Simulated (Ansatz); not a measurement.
Write a Python script for Ansatz 0.2.0 through its Python package that makes a phonon calculation by linear response of P, space group Imma. Settings: PBEsol, PAW, cutoff 630 eV, 8×8×8 k-points, Fermi-Dirac smearing of 0.05 eV.

```cif
data_structure
_symmetry_space_group_name_H-M 'P 1'
_symmetry_Int_Tables_number 1
_cell_length_a 3.5557
_cell_length_b 3.5557
_cell_length_c 3.5557
_cell_angle_alpha 123.188
_cell_angle_beta 89.958
_cell_angle_gamma 116.958
_cell_volume 31.63
loop_
_atom_site_label
_atom_site_type_symbol
_atom_site_fract_x
_atom_site_fract_y
_atom_site_fract_z
_atom_site_occupancy
P1 P 0.80331 0.05331 0.75000 1
P2 P 0.19669 0.94669 0.25000 1
```

The script, `p.py`:
```python
# -*- coding: utf-8 -*-
'''DFPT phonons of P.'''

from dataclasses import dataclass
from pathlib import Path
import warnings

import ansatz as az
import numpy as np
from pymatgen.core import Lattice, Structure
from pymatgen.io.ase import AseAtomsAdaptor


@dataclass(frozen=True)
class Settings:
    functional: str = 'PBEsol'
    cutoff: int = 630
    smearing: str = 'fermi_dirac'
    sigma: float = 0.05
    kgrid: tuple[int, ...] = (8, 8, 8)


cfg = Settings()


def main():
    warnings.simplefilter('ignore', az.DeckWarning)

    pmg_structure = Structure(
        Lattice([(-1.69151, 2.51517, 1.85894), (1.69151, -2.51517, 1.85894), (1.69151, 2.51517, -1.85894)]),
        ['P', 'P'],
        [
            (0.80331, 0.05331, 0.75),
            (0.19669, 0.94669, 0.25),
        ],
    )
    cell = az.Crystal.from_ase(AseAtomsAdaptor.get_atoms(pmg_structure))

    base = (
        cell.calculation()
        .functional(cfg.functional)
        .basis(cfg.cutoff)
        .occupations(cfg.smearing, width=cfg.sigma)
        .scf(lower_state_search='off')
        .kpoints(*cfg.kgrid)
        .phonons('dfpt', points=[(0, 0, 0), (0.5, 0, 0.5), (0, 0, 0.5)])
    )
    outcome = base.run(runs_dir='runs')
    ph = outcome.phonons

    for q in ph.qpoints:
        thz = np.asarray(q.omega_inv_cm) / 33.35641
        print('q = ({:.2f}, {:.2f}, {:.2f})'.format(*q.q_frac), np.round(thz, 2) + 0.0, 'THz')


if __name__ == '__main__':
    main()
```

Running `python p.py` prints:
```text
RunWarning: eigensolver did not converge (k=2): 1 band(s) unlocked after 20 sweeps at ethr=1.00e-12 eV (lowest unlocked band 8, counted from 0; max residual 3.16e-3 eV among the unlocked bands, 3.16e-3 eV over every band); it also stands for any lines of this [...]
q = (0.00, 0.00, 0.00) [-2.1   0.    0.    0.   11.19 11.81] THz
q = (0.50, 0.00, 0.50) [ 4.55  5.18  5.7   7.29 11.14 11.19] THz
q = (0.00, 0.00, 0.50) [ 6.09  6.09  7.18  7.18 11.75 11.75] THz
```
(Warnings from the package without file and line, shortened.)

What to keep in mind:
- These settings explore the input space; cutoff and mesh may be short of convergence.
- The cell isn't relaxed first, so the values belong to this volume.
- The mesh is modest for a metal, so energies can be off by several to tens of meV an atom and pressures by half a GPa or more; differences at equal mesh fare better.
- A negative frequency stands for an imaginary mode.
- This isn't the structure that P takes at ambient conditions.
- The structure is taken as given; imaginary modes can come from an unrelaxed or unstable start.
- The script silences the warnings on its input, which a real study should read.
- Timing: 48 s on 1 thread of Arm Neoverse V1, on a shared host, peak memory 0.68 GiB.
